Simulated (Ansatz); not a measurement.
Sn, space group Fd-3m, a test of the smearing width

Run with Ansatz 0.2.0 through its Python package.

Script `smear_sn.py`:
```python
import ansatz as az

XC = 'PBE'


def main() -> None:
    xtal = (
        az.Lattice.of((0.0, 3.233343, 3.233343), (3.233343, 0.0, 3.233343), (3.233343, 3.233343, 0.0))
        .atom('Sn', (0.0, 0.0, 0.0))
        .atom('Sn', (0.25, 0.25, 0.25))
    )

    calc = xtal.calculation().basis(21 * az.Ha).kpoints(9).functional(XC).stress()

    rows = []
    for value in [0.5, 0.3, 0.2, 0.1]:
        r = calc.occupations('gaussian', width=value).run(threads=1).report
        rows.append((value, r['free_energy_ev'] / len(r['lattice']['sites']), r['n_iterations'], sum(r['stress_gpa'][i][i] for i in range(3)) / 3, r['n_kpoints']))

    print('  width (eV)   F/atom (eV)    iterations       P (GPa)      k-points')
    for row in rows:
        print(f'{str(row[0]):>12s}  {row[1]:12.5f}  {row[2]:12d}  {row[3]:12.3f}  {row[4]:12d}')

    for row in rows[:-1]:
        shift = 1000 * (row[1] - rows[-1][1])
        print(f'{row[0]}: {shift:+.2f} meV/atom' + ('  (within 2 meV)' if abs(shift) < 2 else ''))


if __name__ == '__main__':
    main()
```

Output of `python smear_sn.py`:
```text
  width (eV)   F/atom (eV)    iterations       P (GPa)      k-points
         0.5   -6024.18432             7         3.902            35
         0.3   -6024.18039             7         3.845            35
         0.2   -6024.17913             7         3.816            35
         0.1   -6024.17838             6         3.783            35
0.5: -5.95 meV/atom
0.3: -2.02 meV/atom
0.2: -0.76 meV/atom  (within 2 meV)
```

Going from 0.1 to 0.5 eV changes F by -5.9 meV an atom. With this scheme F falls roughly as the square of the width; the report's estimate for zero width (energy_sigma0_ev) moves by only +0.5 meV. The pressure moves from 3.78 to 3.90 GPa.

Reading the output:
- The free energy holds a sizeable smearing term, which stands for no physical temperature.
- The narrowest width needs the finest mesh, so the last row is no converged reference.
- Pressure is positive in compression.
- Run time: 11 s on 1 thread of Intel(R) Xeon(R) Processor @ 2.30GHz, with other jobs on the host, peak memory 0.52 GiB.
